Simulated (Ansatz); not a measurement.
# C₆H₁₉N₃Sn: small, medium and large basis sets

One table from this session's results is given with a row withheld; the runs are named, their logs left out.

Method: one geometry, several basis sets; program: Ansatz 0.2.0, Gaussian basis.

Plan: PBE0-D4/def2-SVP; ωB97M-V/def2-SVP; PBE0-D4/def2-QZVPP; ωB97M-V/def2-QZVPP; the functionals' def2-TZVPP values are taken from earlier runs.

## Structure used throughout

An earlier PBE0-D4 in a triple-zeta def2 set relaxation fixed the geometry. Sn takes the def2 core potential; no spin-orbit term is included.

29 atoms, charge 0, spin multiplicity 1.

Atoms are counted from 1 here; the program's logs count them from 0.

Bond lengths: C1–N2 1.441 Å, C1–H11 1.103 Å, C1–H12 1.099 Å, C1–H13 1.093 Å, N2–C3 1.439 Å, N2–Sn4 2.021 Å, C3–H14 1.103 Å, C3–H15 1.099 Å, C3–H16 1.094 Å, Sn4–N5 2.012 Å, Sn4–N8 2.021 Å, Sn4–H17 1.712 Å, N5–C6 1.441 Å, N5–C7 1.441 Å, C6–H18 1.103 Å, C6–H19 1.092 Å, C6–H20 1.099 Å, C7–H21 1.103 Å and more. Angles: N2–C1–H11 113.1°, N2–C1–H12 110.5°, N2–C1–H13 110.6°, H11–C1–H12 107.0°, H11–C1–H13 107.9°, H12–C1–H13 107.5°, C1–N2–C3 113.1°, C1–N2–Sn4 118.9°, C3–N2–Sn4 120.2°, N2–C3–H14 113.3°, N2–C3–H15 110.5°, N2–C3–H16 110.9°, H14–C3–H15 107.0°, H14–C3–H16 107.7°, H15–C3–H16 107.2°, N2–Sn4–N5 101.4°, N2–Sn4–N8 118.7°, N2–Sn4–H17 107.4° and more.

The first run:

in.yaml reads:

```yaml
crystal:
  periodic: [false, false, false]
  atoms:
    - {symbol: C, position_ang: [-0.545364, 0.219529, 2.381363]}
    - {symbol: N, position_ang: [0.429941, -0.627611, 1.742519]}
    - {symbol: C, position_ang: [0.617629, -1.883339, 2.420238]}
    - {symbol: Sn, position_ang: [0.663531, -0.510833, -0.261318]}
    - {symbol: N, position_ang: [0.993830, 1.458614, -0.509961]}
    - {symbol: C, position_ang: [0.948643, 2.029112, -1.832240]}
    - {symbol: C, position_ang: [1.894214, 2.149993, 0.377270]}
    - {symbol: N, position_ang: [-0.950437, -0.796299, -1.443326]}
    - {symbol: C, position_ang: [-2.110225, 0.038181, -1.254829]}
    - {symbol: C, position_ang: [-1.275607, -2.116829, -1.914357]}
    - {symbol: H, position_ang: [-1.543206, -0.244930, 2.451953]}
    - {symbol: H, position_ang: [-0.230807, 0.463854, 3.406143]}
    - {symbol: H, position_ang: [-0.651681, 1.161569, 1.837270]}
    - {symbol: H, position_ang: [-0.307552, -2.478588, 2.501411]}
    - {symbol: H, position_ang: [0.983416, -1.718211, 3.443808]}
    - {symbol: H, position_ang: [1.362981, -2.496305, 1.905471]}
    - {symbol: H, position_ang: [1.836465, -1.675508, -0.707592]}
    - {symbol: H, position_ang: [1.936183, 2.059399, -2.322489]}
    - {symbol: H, position_ang: [0.271736, 1.459877, -2.473504]}
    - {symbol: H, position_ang: [0.579021, 3.063568, -1.791083]}
    - {symbol: H, position_ang: [2.929197, 2.187090, -0.002125]}
    - {symbol: H, position_ang: [1.567679, 3.189778, 0.520934]}
    - {symbol: H, position_ang: [1.912107, 1.668845, 1.357857]}
    - {symbol: H, position_ang: [-2.646191, 0.172728, -2.205354]}
    - {symbol: H, position_ang: [-2.832237, -0.379671, -0.533382]}
    - {symbol: H, position_ang: [-1.816866, 1.029467, -0.899893]}
    - {symbol: H, position_ang: [-1.949251, -2.668675, -1.237173]}
    - {symbol: H, position_ang: [-1.775855, -2.065266, -2.892025]}
    - {symbol: H, position_ang: [-0.370993, -2.717538, -2.045287]}
basis:
  gaussian: {orbitals: def2-SVP}
hamiltonian: {xc: pbe0, dispersion: d4}
output: {orbitals: {seedname: orbitals}}
```

Launch:

```console
$ ansatz run in.yaml --threads 11 --pin off --events-out ev --progress --plain --max-ram 120832MiB --backend cpu
```

Steps of the session up to this table: PBE0-D4 in def2-SVP; ωB97M-V in def2-SVP; PBE0-D4 in def2-QZVPP; ωB97M-V in def2-QZVPP.

One of the session's tables, all rows but one given; the rest of the session is left out.

It belongs to the step «Density functionals: the series». 

| functional | basis | HOMO (eV) | LUMO (eV) |
| --- | --- | --- | --- |
| PBE0-D4 | def2-SVP | -5.60 | 0.73 |
| PBE0-D4 | def2-TZVPP | -5.71 | 0.41 |
| PBE0-D4 | def2-QZVPP | -5.74 | 0.23 |
| ωB97M-V | def2-SVP | ? | ? |
| ωB97M-V | def2-TZVPP | -7.99 | 1.78 |
| ωB97M-V | def2-QZVPP | -8.01 | 1.28 |

Estimate the missing values for ωB97M-V, def2-SVP.

As computed: HOMO (eV): -7.87; LUMO (eV): 2.51. In the column «HOMO (eV)» it lies between ωB97M-V, def2-TZVPP (-7.99) and PBE0-D4, def2-QZVPP (-5.74).
